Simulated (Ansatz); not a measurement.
**ScSi2 (AlB2 type): how the settings move a single-point run**

How sensitive is a single-point run of ScSi2 (AlB2 type) to its settings? A reference run comes first, then five runs with altered input.

Method: reference: DFT PBE, scalar-relativistic, plane waves, PAW, unless a step's input says otherwise, in Ansatz 0.2.0.

1 further run of the same task is left out (set aside as unsound or not needed). Runs told in other sessions of the task aren't counted.

## 1. The starting structure

The structure is hexagonal, space group P6/mmm (No. 191). The conventional cell has a = 4.033 Å, b = 4.033 Å, c = 3.631 Å, α = 90.00°, β = 90.00°, γ = 120.00°. Sc (site symmetry 6/mmm) has 12 Si at 2.95 Å in its first shell of neighbours. Si (site symmetry -6m2) is surrounded by 3 Si at 2.33 Å and 6 Sc at 2.95 Å.

Coordinates:

```cif
data_structure
_symmetry_space_group_name_H-M 'P6/mmm'
_symmetry_Int_Tables_number 191
_cell_length_a 4.0335
_cell_length_b 4.0335
_cell_length_c 3.6309
_cell_angle_alpha 90.000
_cell_angle_beta 90.000
_cell_angle_gamma 120.000
_cell_volume 51.16
loop_
_atom_site_label
_atom_site_type_symbol
_atom_site_symmetry_multiplicity
_atom_site_Wyckoff_symbol
_atom_site_fract_x
_atom_site_fract_y
_atom_site_fract_z
_atom_site_occupancy
Sc1 Sc 1 a 0.00000 0.00000 0.00000 1
Si1 Si 2 d 0.33333 0.66667 0.50000 1
```

## 2. The reference run

Input file input.yaml:

```yaml
crystal:
  lattice:
    - [4.0334597719, 0.0, 0.0]
    - [-2.016729886, 3.4930786276, 0.0]
    - [0.0, 0.0, 3.630918848]
  atoms:
    - { symbol: Sc, position: [0.0, 0.0, 0.0] }
    - { symbol: Si, position: [0.3333333333, 0.6666666667, 0.5] }
    - { symbol: Si, position: [0.6666666667, 0.3333333333, 0.5] }
basis:
  ecutwfc: 420
  ecutrho_ratio: 4
kpoints:
  mp_grid: { grid: [10, 10, 10] }
  band_path:
    path:
      - [[0.0, 0.0, 0.0], [0.5, 0.0, 0.0], [0.33333333, 0.33333333, 0.0], [0.0, 0.0, 0.0], [0.0, 0.0, 0.5], [0.5, 0.0, 0.5], [0.33333333, 0.33333333, 0.5], [0.0, 0.0, 0.5]]
      - [[0.5, 0.0, 0.5], [0.5, 0.0, 0.0]]
      - [[0.33333333, 0.33333333, 0.5], [0.33333333, 0.33333333, 0.0]]
    npoints: 14
hamiltonian:
  xc: pbe
scf:
  occupations: { method: gaussian, width: 0.05 }
  n_extra_bands: 12
output:
  forces: true
  stress: true
  eigenvalues: true
  populations: true
  dos: { projected: true, de: 0.02, nscf_kmesh: { grid: [15, 15, 15] } }
  bader: true
  write_density: true
  write_potential: true
  elf: true
  volumetric_format: npy
```

Run with:

```
ansatz run input.yaml --threads 2 --pin off --max-ram 2662MiB --backend cpu --events-out ev --progress --plain --runs-dir out
```

## 3. Changed: lower_state_search standard, n_extra_bands 1

Input file input.yaml:

```yaml
crystal:
  lattice:
    - [4.033459771895, 2.886756443111e-11, 0.0]
    - [-2.016729885973, 3.49307862759, 0.0]
    - [0.0, 0.0, 3.630918848]
  atoms:
    - { symbol: Sc, position: [0.0, 0.0, 0.0] }
    - { symbol: Si, position: [0.3333333333333, 0.6666666666667, 0.5] }
    - { symbol: Si, position: [0.6666666666667, 0.3333333333333, 0.5] }
basis:
  ecutwfc: 420
  ecutrho_ratio: 4
kpoints:
  mp_grid: { grid: [10, 10, 10] }
hamiltonian:
  xc: pbe
scf:
  occupations: { method: gaussian, width: 0.05 }
  lower_state_search: standard
  n_extra_bands: 1
output:
  forces: true
  stress: true
```

## 4. Changed: hubbard.sites [{species: Sc, l: d, u_eff: 3.0}], hubbard.double_counting fll

Input file input.yaml:

```yaml
crystal:
  lattice:
    - [4.033459771895, 2.886756443111e-11, 0.0]
    - [-2.016729885973, 3.49307862759, 0.0]
    - [0.0, 0.0, 3.630918848]
  atoms:
    - { symbol: Sc, position: [0.0, 0.0, 0.0] }
    - { symbol: Si, position: [0.3333333333333, 0.6666666666667, 0.5] }
    - { symbol: Si, position: [0.6666666666667, 0.3333333333333, 0.5] }
basis:
  ecutwfc: 420
  ecutrho_ratio: 4
kpoints:
  mp_grid: { grid: [10, 10, 10] }
hamiltonian:
  xc: pbe
  hubbard: { sites: [{ species: Sc, l: d, u_eff: 3.0 }], double_counting: fll }
scf:
  occupations: { method: gaussian, width: 0.05 }
output:
  forces: true
  stress: true
```

## 5. Variant: ecutwfc 300 eV

Input file input.yaml:

```yaml
crystal:
  lattice:
    - [4.033459771895, 2.886756443111e-11, 0.0]
    - [-2.016729885973, 3.49307862759, 0.0]
    - [0.0, 0.0, 3.630918848]
  atoms:
    - { symbol: Sc, position: [0.0, 0.0, 0.0] }
    - { symbol: Si, position: [0.3333333333333, 0.6666666666667, 0.5] }
    - { symbol: Si, position: [0.6666666666667, 0.3333333333333, 0.5] }
basis:
  ecutwfc: "300 eV"
  ecutrho_ratio: 4
kpoints:
  mp_grid: { grid: [10, 10, 10] }
hamiltonian:
  xc: pbe
scf:
  occupations: { method: gaussian, width: 0.05 }
output:
  forces: true
  stress: true
```

## 6. Changing settings: ecutrho_ratio 9

Input file input.yaml:

```yaml
crystal:
  lattice:
    - [4.033459771895, 2.886756443111e-11, 0.0]
    - [-2.016729885973, 3.49307862759, 0.0]
    - [0.0, 0.0, 3.630918848]
  atoms:
    - { symbol: Sc, position: [0.0, 0.0, 0.0] }
    - { symbol: Si, position: [0.3333333333333, 0.6666666666667, 0.5] }
    - { symbol: Si, position: [0.6666666666667, 0.3333333333333, 0.5] }
basis:
  ecutwfc: 420
  ecutrho_ratio: 9
kpoints:
  mp_grid: { grid: [10, 10, 10] }
hamiltonian:
  xc: pbe
scf:
  occupations: { method: gaussian, width: 0.05 }
output:
  forces: true
  stress: true
```

## 7. Variant: ecutwfc 800 eV, xc_grid 2, xc rpbe

Input file input.yaml:

```yaml
crystal:
  lattice:
    - [4.033459771895, 2.886756443111e-11, 0.0]
    - [-2.016729885973, 3.49307862759, 0.0]
    - [0.0, 0.0, 3.630918848]
  atoms:
    - { symbol: Sc, position: [0.0, 0.0, 0.0] }
    - { symbol: Si, position: [0.3333333333333, 0.6666666666667, 0.5] }
    - { symbol: Si, position: [0.6666666666667, 0.3333333333333, 0.5] }
basis:
  ecutwfc: "800 eV"
  ecutrho_ratio: 4
  xc_grid: 2
kpoints:
  mp_grid: { grid: [10, 10, 10] }
hamiltonian:
  xc: rpbe
scf:
  occupations: { method: gaussian, width: 0.05 }
output:
  forces: true
  stress: true
```

Before running it: what results should come out? Wanted: for each run, ending; energy change; pressure; gap; force.

**Answer**, as computed:

| run | ending | energy change | pressure (GPa) | gap (eV) | force (eV/Å) | cycles | time |
| --- | --- | --- | --- | --- | --- | --- | --- |
| reference | converged | 0 | 0.0 | 0.00 | 0.00 | 6 | 15 s |
| 1: lower_state_search standard, n_extra_bands 1 | converged | 0.0 meV/atom | 0.0 | 0.00 | 0.00 | 6 | 1.9 s |
| 2: hubbard.sites [{species: Sc, l: d, u_eff: 3.0}], hubbard.double_counting fll | converged | +783.6 meV/atom (Hubbard term changed: no physical gain or loss) | 3.4 | 0.00 | 0.00 | 7 | 2.7 s |
| 3: ecutwfc 300 eV | converged | +19.7 meV/atom | -0.1 | 0.00 | 0.00 | 6 | 1.1 s |
| 4: ecutrho_ratio 9 | converged | 0.0 meV/atom | 0.0 | 0.00 | 0.00 | 6 | 1.7 s |
| 5: ecutwfc 800 eV, xc_grid 2, xc rpbe | converged | not comparable | 2.2 | 0.00 | 0.00 | 6 | 4 s |

Times don't compare one to one where runs were asked for different outputs or read a saved state (see the inputs); cycles may leave out searches for a lower state.

Residual by cycle in the longest SCF loop of each run; runs are numbered as in the table. The quantity is the density residual dr2, in eV.

| cycle | reference | run 1 | run 2 | run 3 | run 4 | run 5 |
| --- | --- | --- | --- | --- | --- | --- |
| 1 | 0.00196 | 0.00195 | 1.06 | 0.00195 | 0.00195 | 0.00286 |
| 2 | 9.0e-4 | 8.5e-4 | 0.196 | 8.7e-4 | 8.6e-4 | 0.00125 |
| 3 | 1.2e-4 | 2.1e-4 | 0.00722 | 4.4e-5 | 1.0e-4 | 1.2e-4 |
| 4 | 1.3e-5 | 2.6e-5 | 0.00144 | 7.9e-7 | 2.8e-6 | 2.0e-6 |
| 5 | 1.0e-6 | 9.8e-7 | 1.5e-5 | 2.7e-8 | 3.0e-7 | 4.8e-7 |
| 6 | 8.6e-9 | 1.4e-8 | 3.3e-6 | 3.0e-9 | 8.7e-9 | 2.0e-8 |
| 7 | - | - | 4.4e-8 | - | - | - |

**Reading.** Of the converged runs whose energies compare with the reference's, «ecutwfc 300 eV» moves the energy most (+19.7 meV/atom). Run 3 ran under the cutoff that the potentials recommend, as the log warns, so basis error is mixed into its values. A changed U is a change of model: its shifts are not errors of convergence. Of the variants the dearest is «ecutwfc 800 eV, xc_grid 2, xc rpbe» (4 s), the cheapest «ecutwfc 300 eV» (1.1 s), on a shared host.
